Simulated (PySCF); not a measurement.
# C3H7F3GeO: the cost of one run

Programs: PySCF 2.14.0, with routines of our own; each step states its level. All values are computed. Atoms count from 0.

## 1. The system as given

15 atoms, charge 0, multiplicity 1; geometry from: GFN2-xTB.

## 2. Magnetic properties: GIAO PBE/pcSseg-1

Job settings and geometry (Å):

```
{"job": {"kind": "mag", "xc": "PBE", "basis": "pcSseg-1", "isotopologues": 2}, "charge": 0, "multiplicity": 1}
C     -2.921485    -0.311074     0.030730
O     -1.553429    -0.441013    -0.295209
Ge    -0.212457     0.480011     0.364727
C      1.254285    -0.278402    -0.726090
C      2.511040     0.019377     0.016410
F      2.608672     1.334168     0.304579
F      2.554398    -0.616488     1.199953
F      3.635564    -0.308711    -0.633691
H     -3.097064    -0.458134     1.098376
H     -3.455589    -1.080011    -0.528430
H     -3.304489     0.670672    -0.254901
H     -0.411237     1.957161     0.117799
H     -0.075973     0.213480     1.842174
H      1.309363     0.182109    -1.711109
H      1.153985    -1.355156    -0.847229
```

Level: GIAO PBE/pcSseg-1 magnetisability, rotational g tensor and spin-rotation constants, non-relativistic, gas phase.

Run with:

```sh
$ OMP_NUM_THREADS=1 python excited_run.py task.json out
```

The driver reads the jobs from task.json and runs them one after another.

**Question.** How long does this first job take on 1 thread of Arm Neoverse V2, shared host, and how much memory does it need?

About 36 s, with a peak of 0.72 GiB.
